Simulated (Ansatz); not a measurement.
Debugging vertical energies of changing the electron count of BH₈NSi₂, SMILES B[SiH2]N[SiH3] (the Python package of Ansatz (0.2.0)).

Script `ip_bh8nsi2.py`:
```python
import ansatz as az
from ase import Atoms

SETTINGS = {
    "basis_set": "def2-SVPD",
    "level": "mp2",
}


def single_point(molecule, charge=0, unpaired=0):
    calc = molecule.calculation().basis(gaussian=SETTINGS["basis_set"]).correlation(SETTINGS["level"])
    if charge:
        calc = calc.charge(charge)
    if unpaired:
        calc = calc.spin("collinear", total=unpaired)
    report = calc.run().report()
    if report["published_state_doubts"]:
        print("  doubts:", report["published_state_doubts"])
    return report["free_energy_ev"]

atoms = Atoms(["B", "Si", "N", "Si", "H", "H", "H", "H", "H", "H", "H", "H"], positions=[
    (-1.7578, 1.7365, 0.1605),
    (-0.8594, 0.1341, -0.243),
    (0.8284, 0.3184, 0.2204),
    (1.7579, -1.2205, -0.1341),
    (-2.3303, 2.3732, -0.7403),
    (-1.8541, 2.201, 1.2561),
    (-1.444, -0.9637, 0.5165),
    (-0.907, -0.1219, -1.6908),
    (0.8816, 0.4464, 1.3146),
    (1.0393, -2.3265, 0.6304),
    (3.0822, -1.1407, 0.3024),
    (1.64, -1.4915, -1.5586),
])
bh8nsi2 = az.Crystal.molecule_from_ase(atoms)

parent = single_point(bh8nsi2, 0, 0)
cation = single_point(bh8nsi2, 1, 1)
print(f"E(N)   = {parent:.5f} eV")
print(f"E(N-1) = {cation:.5f} eV  (1 unpaired)")
print(f"vertical ionisation energy {cation - parent:.3f} eV")
anion = single_point(bh8nsi2, -1, 1)
print(f"E(N+1) = {anion:.5f} eV  (1 unpaired)")
print(f"vertical electron affinity {parent - anion:.3f} eV" + ("" if anion < parent else " (unbound in this basis)"))
print(f"fundamental gap IP - EA = {cation + anion - 2 * parent:.3f} eV")
```

```console
$ python ip_bh8nsi2.py
Traceback (most recent call last):
  File "ip_bh8nsi2.py", line 37, in <module>
    parent = single_point(bh8nsi2, 0, 0)
  File "ip_bh8nsi2.py", line 16, in single_point
    report = calc.run().report()
TypeError: 'dict' object is not callable
```

What is wrong, and how is it mended?

The fault: report is a dict, not a method. The change:

```diff
--- before
+++ after
@@ -15,3 +15,3 @@
         calc = calc.spin("collinear", total=unpaired)
-    report = calc.run().report()
+    report = calc.run().report
     if report["published_state_doubts"]:
```

With that change:

```console
$ python ip_bh8nsi2.py
E(N)   = -18010.51593 eV
E(N-1) = -18000.64643 eV  (1 unpaired)
vertical ionisation energy 9.870 eV
E(N+1) = -18011.00406 eV  (1 unpaired)
vertical electron affinity 0.488 eV
fundamental gap IP - EA = 9.381 eV
```

Caveats:
- Total energies depend on the basis set; only differences at equal settings carry meaning.
- The geometry is a force-field or estimated start, not a minimum of this method, and the basis set is short of its limit. All parts are taken at fixed geometry, without zero-point energy. At an unrelaxed start these energies can be a whole eV from those at the minimum, and a small affinity can change sign.
- It ran for 27 s on 1 thread of Arm Neoverse V2, on a shared host, peak memory 0.51 GiB.
